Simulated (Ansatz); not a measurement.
**CH3BOSe: a ladder of functionals and wavefunction methods**

Aim: compute CH3BOSe with functionals from several rungs and with coupled cluster. The yardstick is the atomisation energy at the CCSD(T) limit.

The runs use Ansatz 0.2.0, Gaussian basis; functionals in def2-TZVPP, the program's frozen cores in correlated methods.

Levels to be run: LDA (SPW92), PBE-D4, revPBE-D4, BLYP-D4, r2SCAN-D4, B97M-V, PBE0-D4, B3LYP-D4, r2SCANh-D4, r2SCAN0-D4, HSE06-D4, BHLYP-D4, CAM-B3LYP-D4, LC-ωPBE, ωB97X-V, ωB97M-V, B2PLYP, PBE-QIDH; CCSD(T)/def2-SVP; CCSD(T)/def2-TZVPP; MP2/def2-QZVPP; extrapolation to the limit; RPA on PBE.

**1. The geometry**

An earlier PBE0-D4 in a triple-zeta def2 set relaxation fixed the geometry.

7 atoms, charge 0, spin multiplicity 1.

Atoms are counted from 1 here; the program's logs count them from 0.

Bond lengths: Se1–C2 1.911 Å, Se1–H5 1.469 Å, C2–B3 1.507 Å, C2–O4 1.507 Å, C2–H6 1.085 Å, B3–O4 1.327 Å, B3–H7 1.183 Å. Angles: C2–Se1–H5 96.1°, Se1–C2–B3 125.3°, Se1–C2–O4 117.4°, Se1–C2–H6 110.9°, B3–C2–O4 52.3°, B3–C2–H6 122.8°, O4–C2–H6 111.5°, C2–B3–O4 63.9°, C2–B3–H7 157.7°, O4–B3–H7 138.3°, C2–O4–B3 63.9°.

**2. LDA**

This LDA is Slater exchange with PW92 correlation.

File in.yaml:

```yaml
crystal:
  periodic: [false, false, false]
  atoms:
    - {symbol: Se, position_ang: [-1.602810, 0.728452, -0.772642]}
    - {symbol: C, position_ang: [-0.309461, 0.166987, 0.517897]}
    - {symbol: B, position_ang: [1.017041, -0.474540, 0.200249]}
    - {symbol: O, position_ang: [0.039303, -1.298495, 0.556392]}
    - {symbol: H, position_ang: [-0.668356, 0.808974, -1.903836]}
    - {symbol: H, position_ang: [-0.560231, 0.541238, 1.504880]}
    - {symbol: H, position_ang: [2.145815, -0.540716, -0.148640]}
basis:
  gaussian: {orbitals: def2-TZVPP}
hamiltonian: {xc: lda}
output: {orbitals: {seedname: orbitals}}
```

Command:

```bash
> ansatz run in.yaml --threads 2 --pin off --events-out ev --progress --plain --max-ram 4352MiB
```

Further steps of the session: PBE-D4 (GGA); revPBE-D4 (GGA); BLYP-D4 (GGA); r2SCAN-D4 (meta-GGA); B97M-V (meta-GGA); PBE0-D4 (hybrid); B3LYP-D4 (hybrid); r2SCANh-D4 (hybrid); r2SCAN0-D4 (hybrid); HSE06-D4 (hybrid); BHLYP-D4 (hybrid); CAM-B3LYP-D4 (range-separated); LC-ωPBE (range-separated); ωB97X-V (range-separated); ωB97M-V (range-separated); B2PLYP (double hybrid); PBE-QIDH (double hybrid); CCSD(T) in def2-SVP; CCSD(T) in def2-TZVPP; MP2 in def2-QZVPP; RPA on PBE orbitals.

**Question.** What will the summary of the whole plan be? Wanted: atomisation energy, CCSD(T)/CBS; farthest beyond LDA; mean size of error, GGA; mean size of error, meta-GGA; mean size of error, hybrid; mean size of error, range-separated; mean size of error, double hybrid; gap, smallest and largest; T1 diagnostic.

As calculated:

| quantity | value |
| --- | --- |
| atomisation energy, CCSD(T)/CBS | 26.325 eV |
| functionals within 0.263 eV (1.0 %) | revPBE-D4, BLYP-D4, B97M-V, PBE0-D4, B3LYP-D4, r2SCANh-D4, CAM-B3LYP-D4, LC-ωPBE, ωB97X-V, ωB97M-V, B2PLYP, PBE-QIDH |
| farthest beyond LDA | BHLYP-D4 (-1.125 eV) |
| mean size of error, GGA | 0.520 eV |
| mean size of error, meta-GGA | 0.281 eV |
| mean size of error, hybrid | 0.351 eV |
| mean size of error, range-separated | 0.098 eV |
| mean size of error, double hybrid | 0.139 eV |
| gap, smallest and largest | 3.87 eV (LDA (SPW92)), 11.09 eV (LC-ωPBE) |
| T1 diagnostic | 0.0139 |
| triples share of the correlation energy | 4.1 % |

In words: The LDA atomisation energy is off by 4.839 eV (18 %): it overbinds. PBE-D4 misses by +1.083 eV. Double hybrids carry the basis error of their MP2 part in triple zeta, and no dispersion term here, so their miss is partly the set-up's. The rungs range-separated, double hybrid miss on average by less than the doubt on the reference (0.263 eV), so they tie. The reference freezes the cores and leaves out relativity and excitations past (T), and its outer-core shells are covered unevenly, so misses under about 0.263 eV can't be ranked. All levels share the lack of spin-orbit coupling, which lowers the free heavy atoms and so the true binding. Hartree-Fock recovers 69 % of the binding; the rest is correlation. CCSD(T) in def2-SVP is off by -1.508 eV, worse than the median functional, from the basis alone. The gap grows from 3.9 to 11.1 eV across the functionals, mostly with the share of exact exchange. Correlated methods include outer-core shells of Se, which these sets cover unevenly.
